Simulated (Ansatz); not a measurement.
# Cd2SO: the cost of one run

The runs shown are made with Ansatz 0.2.0. PAW datasets, plane waves, zero pressure. Spin-unpolarised throughout. Whether this structure exists isn't addressed.

### Step 1. The structure to begin with

This is the cell as the run starts from it, not yet at rest; its lengths are not the crystal's.

It is trigonal, R-3m (No. 166); conventional cell a = 3.293 Å, c = 16.133 Å, 12.63 Å³ an atom. O has 6 Cd at 2.33 Å; S has 6 Cd at 2.33 Å; Cd has 3 O at 2.33 Å and 3 S at 2.33 Å.

Coordinates:

```cif
data_structure
_symmetry_space_group_name_H-M 'P 1'
_symmetry_Int_Tables_number 1
_cell_length_a 5.7037
_cell_length_b 5.7037
_cell_length_c 5.7037
_cell_angle_alpha 33.557
_cell_angle_beta 33.557
_cell_angle_gamma 33.557
_cell_volume 50.50
loop_
_atom_site_label
_atom_site_type_symbol
_atom_site_fract_x
_atom_site_fract_y
_atom_site_fract_z
_atom_site_occupancy
O1 O 0.00000 0.00000 0.00000 1
S1 S 0.50000 0.50000 0.50000 1
Cd1 Cd 0.25000 0.25000 0.25000 1
Cd2 Cd 0.75000 0.75000 0.75000 1
```

### Step 2. PBE: cell and atoms

File input.yaml:

```yaml
crystal:
  lattice:
    - [1.6465221816, 0.9506200248, 5.3775189269]
    - [-1.6465221816, 0.9506200248, 5.3775189269]
    - [0.0, -1.9012400496, 5.3775189269]
  atoms:
    - { symbol: O, position: [1.0, 0.0, 0.0] }
    - { symbol: S, position: [0.5, 0.5, 0.5] }
    - { symbol: Cd, position: [0.25, 0.25, 0.25] }
    - { symbol: Cd, position: [0.75, 0.75, 0.75] }
kpoints:
  mp_grid: { grid: [8, 8, 8] }
hamiltonian:
  xc: pbe
scf:
  occupations: { method: fermi_dirac, width: 0.02 }
relax:
  f_tol: 0.005
  cell: {}
```

Run with:

```sh
$ ansatz run input.yaml --threads 2 --pin off --max-ram 2211MiB --backend cpu --events-out ev --progress --plain --runs-dir out
```

Q: Estimate wall time and peak memory on 2 threads of Arm Neoverse V1, shared host.

About 29 s, with a peak of 0.42 GiB.
